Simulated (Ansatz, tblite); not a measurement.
# C13H22: one state, many levels

The task here is to estimate one member of a computed series from the others.

Computed with Ansatz 0.2.0, Gaussian basis. Level: as each input shows.

Plan: GFN1-xTB, GFN2-xTB, PBE-D4/def2-TZVP, r2SCAN-D4/def2-TZVP, PBE-D4/def2-SVP, PBE0-D4/def2-SVP, HF/STO-3G, HF/6-31G, B3LYP-D4/6-31G, MP2/def2-SVP.

4 further runs of the same task are left out: 4 that didn't finish.

## The structure

The geometry is that of the singlet, from an earlier relaxation (PBE-D4/def2-SVP).

SMILES `C#CCCCCCCCCCC=C`, 35 atoms, charge 0, spin multiplicity 1.

Bond lengths: C1–C2 1.224 Å, C1–H14 1.082 Å, C2–C3 1.462 Å, C3–C4 1.549 Å, C3–H15 1.112 Å, C3–H16 1.112 Å, C4–C5 1.534 Å, C4–H17 1.112 Å, C4–H18 1.110 Å, C5–C6 1.531 Å, C5–H19 1.112 Å, C5–H20 1.112 Å, C6–C7 1.532 Å, C6–H21 1.114 Å, C6–H22 1.110 Å, C7–C8 1.537 Å, C7–H23 1.112 Å, C7–H24 1.113 Å and more. Angles: C2–C1–H14 179.0°, C1–C2–C3 177.0°, C2–C3–C4 114.4°, C2–C3–H15 108.0°, C2–C3–H16 109.7°, C4–C3–H15 109.6°, C4–C3–H16 109.3°, H15–C3–H16 105.4°, C3–C4–C5 114.5°, C3–C4–H17 107.4°, C3–C4–H18 108.9°, C5–C4–H17 110.5°, C5–C4–H18 108.8°, H17–C4–H18 106.3°, C4–C5–C6 115.0°, C4–C5–H19 108.4°, C4–C5–H20 109.0°, C6–C5–H19 108.1° and more.

PBE0-D4/def2-TZVP was run before; its log isn't repeated, and its numbers join the tables.

Set-up of the first run:

Tight binding, by tblite at 300 K electronic temperature and without a spin-polarisation term:

```python
tblite.interface.Calculator('GFN1-xTB', numbers, positions, charge=0, uhf=0).singlepoint()
```

Tight binding, by tblite at 300 K electronic temperature and without a spin-polarisation term:

```python
tblite.interface.Calculator('GFN2-xTB', numbers, positions, charge=0, uhf=0).singlepoint()
```

start.molden holds the orbitals of an earlier run on this state, given as this run's starting guess.

in.yaml reads:

```yaml
crystal:
  periodic: [false, false, false]
  atoms:
    - {symbol: C, position_ang: [0.959101, 2.416317, -0.667385]}
    - {symbol: C, position_ang: [1.812560, 1.633549, -1.063777]}
    - {symbol: C, position_ang: [2.792672, 0.642230, -1.504249]}
    - {symbol: C, position_ang: [3.522409, -0.092457, -0.351733]}
    - {symbol: C, position_ang: [2.602366, -0.590912, 0.769730]}
    - {symbol: C, position_ang: [1.418821, -1.444472, 0.305675]}
    - {symbol: C, position_ang: [0.459820, -1.809570, 1.443697]}
    - {symbol: C, position_ang: [-0.874151, -2.421818, 0.988020]}
    - {symbol: C, position_ang: [-1.685034, -1.561893, 0.002897]}
    - {symbol: C, position_ang: [-1.951064, -0.126786, 0.469580]}
    - {symbol: C, position_ang: [-2.781989, 0.690658, -0.534292]}
    - {symbol: C, position_ang: [-3.053349, 2.095523, -0.077451]}
    - {symbol: C, position_ang: [-2.696438, 3.215547, -0.732290]}
    - {symbol: H, position_ang: [0.192192, 3.098986, -0.326953]}
    - {symbol: H, position_ang: [2.267904, -0.098753, -2.147042]}
    - {symbol: H, position_ang: [3.543576, 1.127000, -2.165401]}
    - {symbol: H, position_ang: [4.083566, -0.940904, -0.799881]}
    - {symbol: H, position_ang: [4.283159, 0.588450, 0.084658]}
    - {symbol: H, position_ang: [2.199259, 0.292718, 1.311786]}
    - {symbol: H, position_ang: [3.209800, -1.153140, 1.512486]}
    - {symbol: H, position_ang: [1.779364, -2.368541, -0.201614]}
    - {symbol: H, position_ang: [0.855594, -0.874831, -0.462937]}
    - {symbol: H, position_ang: [0.961835, -2.508659, 2.148087]}
    - {symbol: H, position_ang: [0.255678, -0.891895, 2.038865]}
    - {symbol: H, position_ang: [-0.687180, -3.414391, 0.521482]}
    - {symbol: H, position_ang: [-1.494728, -2.624678, 1.888786]}
    - {symbol: H, position_ang: [-2.655450, -2.067500, -0.198030]}
    - {symbol: H, position_ang: [-1.166772, -1.526046, -0.981323]}
    - {symbol: H, position_ang: [-2.468048, -0.143904, 1.456199]}
    - {symbol: H, position_ang: [-0.989540, 0.404264, 0.636556]}
    - {symbol: H, position_ang: [-2.263812, 0.710324, -1.517611]}
    - {symbol: H, position_ang: [-3.752881, 0.168091, -0.701604]}
    - {symbol: H, position_ang: [-3.581821, 2.192028, 0.891061]}
    - {symbol: H, position_ang: [-2.927495, 4.216367, -0.334181]}
    - {symbol: H, position_ang: [-2.169915, 3.169095, -1.701832]}
basis:
  gaussian: {orbitals: def2-TZVP, initial_orbitals: start.molden}
hamiltonian: {xc: pbe, dispersion: d4}
scf: {omitted_lower_state_checks: [starts]}
output: {forces: true, orbitals: {seedname: orbitals}}
```

Launch:

```
$ ansatz run in.yaml --threads 4 --pin off --events-out ev --progress --plain --max-ram 6963MiB
```

Steps of the session up to this table: PBE-D4/def2-TZVP; r2SCAN-D4/def2-TZVP; PBE-D4/def2-SVP; PBE0-D4/def2-SVP; HF/STO-3G; HF/6-31G; B3LYP-D4/6-31G; MP2/def2-SVP.

One of the session's tables, all rows but one given; the rest of the session is left out.

It belongs to the step «Binding energy». 

```
              level  binding an atom (eV)
          HF/STO-3G                 4.004
           HF/6-31G                 3.131
        HF/def2-SVP                 3.321
    PBE-D4/def2-SVP                 4.478
   PBE-D4/def2-TZVP                 4.430
r2SCAN-D4/def2-TZVP                 4.339
     B3LYP-D4/6-31G                 4.280
   PBE0-D4/def2-SVP                 4.423
  PBE0-D4/def2-TZVP                     ?
       MP2/def2-SVP                 4.227
```

**Question.** Estimate the row for PBE0-D4/def2-TZVP.

**Answer.** binding an atom (eV): 4.370. In the column «binding an atom (eV)» it lies between r2SCAN-D4/def2-TZVP (4.339) and PBE0-D4/def2-SVP (4.423).

Caveats from the session: Free atoms were run apart at each level; binding is atoms less cluster, divided by the number of atoms, without zero-point or spin-orbit terms.
